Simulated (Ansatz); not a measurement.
**F2H5NSi2: one species, many methods**

The task here is to estimate one member of a computed series from the others.

Method: functionals in def2-TZVPP, the program's frozen cores in correlated methods; program: Ansatz 0.2.0, Gaussian basis.

Plan: LDA (SPW92), PBE-D4, revPBE-D4, BLYP-D4, r2SCAN-D4, B97M-V, PBE0-D4, B3LYP-D4, r2SCANh-D4, r2SCAN0-D4, HSE06-D4, BHLYP-D4, CAM-B3LYP-D4, LC-ωPBE, ωB97X-V, ωB97M-V, B2PLYP, PBE-QIDH; CCSD(T)/def2-SVP; CCSD(T)/def2-TZVPP; MP2/def2-QZVPP; extrapolation to the limit; RPA on PBE.

## The relaxed structure

The geometry comes from an earlier relaxation with PBE0-D4 in a triple-zeta def2 set; it is a stationary point, not always the lowest conformer.

SMILES `N[Si](F)(F)[SiH3]`, 10 atoms, charge 0, spin multiplicity 1.

Atoms are counted from 1 here; the program's logs count them from 0.

Bond lengths: N1–Si2 1.690 Å, N1–H6 1.006 Å, N1–H7 1.008 Å, Si2–F3 1.593 Å, Si2–F4 1.598 Å, Si2–Si5 2.334 Å, Si5–H8 1.489 Å, Si5–H9 1.485 Å, Si5–H10 1.486 Å. Angles: Si2–N1–H6 122.0°, Si2–N1–H7 121.7°, H6–N1–H7 112.3°, N1–Si2–F3 106.0°, N1–Si2–F4 113.8°, N1–Si2–Si5 112.2°, F3–Si2–F4 104.5°, F3–Si2–Si5 112.3°, F4–Si2–Si5 107.9°, Si2–Si5–H8 108.6°, Si2–Si5–H9 110.9°, Si2–Si5–H10 109.9°, H8–Si5–H9 109.0°, H8–Si5–H10 108.8°, H9–Si5–H10 109.6°.

Coordinates:

```xyz
10

N    -0.9287    0.8440   -1.2668
Si   -0.1827   -0.5253   -0.6149
F     0.8341   -1.0428   -1.7267
F    -1.1780   -1.7527   -0.3798
Si    0.8800   -0.0678    1.4119
H    -1.5375    1.4299   -0.7208
H    -1.0978    0.9345   -2.2559
H    -0.0810    0.6380    2.3032
H     1.3216   -1.3225    2.0726
H     2.0533    0.8136    1.1803
```

The first run:

in.yaml

```yaml
crystal:
  periodic: [false, false, false]
  atoms:
    - {symbol: N, position_ang: [-0.928750, 0.844003, -1.266831]}
    - {symbol: Si, position_ang: [-0.182697, -0.525336, -0.614889]}
    - {symbol: F, position_ang: [0.834091, -1.042829, -1.726667]}
    - {symbol: F, position_ang: [-1.177992, -1.752724, -0.379849]}
    - {symbol: Si, position_ang: [0.879972, -0.067772, 1.411877]}
    - {symbol: H, position_ang: [-1.537482, 1.429868, -0.720756]}
    - {symbol: H, position_ang: [-1.097836, 0.934533, -2.255919]}
    - {symbol: H, position_ang: [-0.080965, 0.637977, 2.303225]}
    - {symbol: H, position_ang: [1.321602, -1.322546, 2.072648]}
    - {symbol: H, position_ang: [2.053258, 0.813626, 1.180262]}
basis:
  gaussian: {orbitals: def2-TZVPP}
hamiltonian: {xc: lda}
output: {orbitals: {seedname: orbitals}}
```

Started as:

```
$ ansatz run in.yaml --threads 4 --pin off --events-out ev --progress --plain --max-ram 10444MiB
```

Among the steps run: LDA; PBE-D4 (GGA); revPBE-D4 (GGA); BLYP-D4 (GGA); r2SCAN-D4 (meta-GGA); B97M-V (meta-GGA); PBE0-D4 (hybrid); B3LYP-D4 (hybrid); r2SCANh-D4 (hybrid); r2SCAN0-D4 (hybrid); HSE06-D4 (hybrid); BHLYP-D4 (hybrid); CAM-B3LYP-D4 (range-separated); LC-ωPBE (range-separated); ωB97X-V (range-separated); ωB97M-V (range-separated); B2PLYP (double hybrid); PBE-QIDH (double hybrid).

One table of the session follows, with a row left open; its other results are not shown here.

It belongs to the step «Frontier levels by functional». 

```
  functional  HOMO (eV)  gap (eV)
 LDA (SPW92)      -6.93      5.77
      PBE-D4      -6.75      5.80
   revPBE-D4      -6.68      5.82
     BLYP-D4      -6.62      5.83
   r2SCAN-D4      -7.06      6.40
      B97M-V      -7.18      6.29
     PBE0-D4      -8.20      8.11
    B3LYP-D4      -7.96      7.67
  r2SCANh-D4      -7.61      7.25
  r2SCAN0-D4      -8.42      8.50
    HSE06-D4      -7.80      7.32
    BHLYP-D4      -9.53     10.35
CAM-B3LYP-D4          ?         ?
     LC-ωPBE     -11.00     13.13
     ωB97X-V     -10.64     12.63
     ωB97M-V     -10.48     12.16
```

Estimate the missing values for CAM-B3LYP-D4.

The run gave: HOMO (eV): -9.63; gap (eV): 10.60. In the column «HOMO (eV)» it lies between ωB97M-V (-10.48) and BHLYP-D4 (-9.53).
